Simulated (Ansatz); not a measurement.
Crystal: Li3Lu.

```
Lu Li
1.0
     6.41618    0.00000    0.00000
    -3.20809    5.55657    0.00000
     0.00000    0.00000    5.00358
Lu Li
2 6
Direct
  0.66667 0.33333 0.25000
  0.33333 0.66667 0.75000
  0.30600 0.15300 0.75000
  0.84700 0.15300 0.75000
  0.84700 0.69400 0.75000
  0.69400 0.84700 0.25000
  0.15300 0.84700 0.25000
  0.15300 0.30600 0.25000
```

The cell comes from a database or a generator and needn't be the stable form of this composition.

| Item | Value |
| --- | --- |
| Program | Ansatz 0.2.0 |
| Task | single point |
| Functional | PBE |
| Potentials or basis | Ansatz PAW |
| Cutoff | 420 eV (not typed: the program's choice for these potentials) |
| k mesh | 5 × 5 × 6 |
| Occupations | fermi-dirac, width 0.05 eV |
| Spin | no spin polarisation |

On this cell: pressure 0.1 GPa; largest force 0.049 eV/Å; band gap on the k mesh none (metal or under the smearing width).

The same run follows on a disturbed copy (atoms moved at random, drawn with an rms of 0.05 Å):

```
Lu Li
1.0
     6.41618    0.00000    0.00000
    -3.20809    5.55657    0.00000
     0.00000    0.00000    5.00358
Lu Li
2 6
Direct
  0.67279 0.33498 0.25251
  0.33184 0.66338 0.75637
  0.30900 0.15813 0.75552
  0.85029 0.14926 0.74742
  0.84674 0.69150 0.75403
  0.69730 0.85241 0.24774
  0.15840 0.84988 0.25076
  0.14874 0.30322 0.25408
```

Problem. What changes?

Solution. The energy (extrapolated to zero smearing) moves by +1.2 meV/atom; pressure 0.1 GPa; largest force 0.128 eV/Å; band gap on the k mesh none (metal or under the smearing width).

Forces on the atoms (eV/Å):
```
Lu  -0.085  0.040 -0.015
Lu  -0.015  0.058 -0.068
Li   0.089 -0.043 -0.022
Li  -0.089  0.020  0.044
Li   0.007 -0.019 -0.030
Li  -0.026 -0.117  0.047
Li   0.018 -0.019  0.050
Li   0.101  0.079 -0.006
```

Stress tensor (GPa, compression positive):
```
 0.03 -0.07  0.05
-0.07  0.20  0.01
 0.05  0.01 -0.02
```
